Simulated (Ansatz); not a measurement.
# AlCl2H3Si: the cost of one run

Program: Ansatz 0.2.0. Level of theory: RKS r2SCAN-D4/def2-mTZVP. These are calculated values, not measurements.

**1. Starting point**

Bond lengths: Cl1–Al2 2.016 Å, Al2–Si3 2.436 Å, Si3–Cl4 2.062 Å, Al2–H5 1.553 Å, Si3–H6 1.477 Å, Si3–H7 1.477 Å. Angles: Cl1–Al2–Si3 125.9°, Cl1–Al2–H5 115.8°, Si3–Al2–H5 118.3°, Al2–Si3–Cl4 99.6°, Al2–Si3–H6 121.2°, Al2–Si3–H7 121.4°, Cl4–Si3–H6 104.1°, Cl4–Si3–H7 104.1°, H6–Si3–H7 103.6°.

As a file:

```xyz
7

Cl   -2.7693   -0.6003   -0.8161
Al   -1.1164    0.5421   -0.6460
Si    0.9743   -0.1171    0.4170
Cl    0.4734   -2.0275    1.0090
H    -1.2147    1.9666   -1.2555
H     1.4398    0.5333    1.6587
H     2.2130   -0.2972   -0.3670
```

**2. End point A**

input.yaml

```yaml
crystal:
  periodic: [false, false, false]
  atoms:
    - { symbol: Cl, position_ang: [-2.76927, -0.60029, -0.81607] }
    - { symbol: Al, position_ang: [-1.11644, 0.54214, -0.64599] }
    - { symbol: Si, position_ang: [0.97429, -0.11709, 0.41696] }
    - { symbol: Cl, position_ang: [0.47336, -2.02748, 1.00898] }
    - { symbol: H, position_ang: [-1.21465, 1.9666, -1.25555] }
    - { symbol: H, position_ang: [1.43975, 0.53326, 1.65866] }
    - { symbol: H, position_ang: [2.21297, -0.29715, -0.36698] }
basis:
  gaussian: { orbitals: def2-mTZVP }
hamiltonian:
  xc: r2scan
  dispersion: d4
relax:
  f_tol: 0.015
  max_steps: 40
output:
  orbitals: {}
```

Started as:

```bash
$ ansatz run input.yaml --threads 2 --pin off --max-ram 3072MiB --backend cpu --events-out ev --progress --plain --runs-dir out
```

What time and memory should one allow on 2 threads of Arm Neoverse V1, shared host?

About 26 s, with a peak of 0.16 GiB.
